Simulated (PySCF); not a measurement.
# ZnF−: bond curves at several levels of theory

The task here is to estimate one member of a computed series from the others.

Method: Zn def2-TZVPPD, F def2-TZVPPD, no relativity; program: PySCF 2.14.0.

1 further run of the same task is left out (set aside as unsound or not needed).

The first run:

Settings of the job:

```json
{
 "atoms": "Zn, F",
 "charge": "-1",
 "basis": "Zn def2-TZVPPD, F def2-TZVPPD",
 "Hamiltonian": "no relativity",
 "basis functions": "107",
 "electrons treated": "40",
 "masses in u": "63.9291, 18.9984",
 "levels": "PBE0, PBE, r²SCAN, BHandHLYP, M06-2X, B2PLYP, revPBE, B3LYP, HSE06, HF, MP2, SCS-MP2, CCSD, CCSD(T)",
 "grid": "80 radial by 434 angular points",
 "occupations": "held fixed by the projection of orbital angular momentum",
 "dissociation limit": "Zn + F−, each in its ground configuration",
 "starting distance in angstrom": "1.905",
 "values of 2S to try": "0, 2"
}
```

Started as:

```console
$ OMP_NUM_THREADS=2 python dia.py task.json out
```

Steps of the session up to this table: The job; PBE0 along the bond; PBE (GGA); r²SCAN (meta-GGA); BHandHLYP; M06-2X; B2PLYP (double hybrid); revPBE (GGA); B3LYP (global hybrid GGA); HSE06 (range-separated hybrid); RHF (mean field); MP2 and coupled cluster.

One table of the session follows, with a row left open; its other results are not shown here.

```
      level  Re (Å)  ωe (cm⁻¹)  De (eV)
        RHF   1.914        429     1.64
    RHF-MP2   1.938        390     1.45
RHF-SCS-MP2   1.946        387     1.43
   RHF-CCSD   1.932        403     1.53
RHF-CCSD(T)   1.936        398     1.54
        PBE   1.971        368     1.45
     revPBE   1.994        350     1.30
     r²SCAN   1.924        412     1.72
      B3LYP   1.964        376     1.38
       PBE0   1.937        398     1.56
      HSE06       ?          ?        ?
  BHandHLYP   1.929        408     1.53
     M06-2X   1.936        420     1.64
     B2PLYP   1.951        385     1.44
```

**Question.** Estimate the row for HSE06.

As computed: Re (Å): 1.938; ωe (cm⁻¹): 397; De (eV): 1.56.
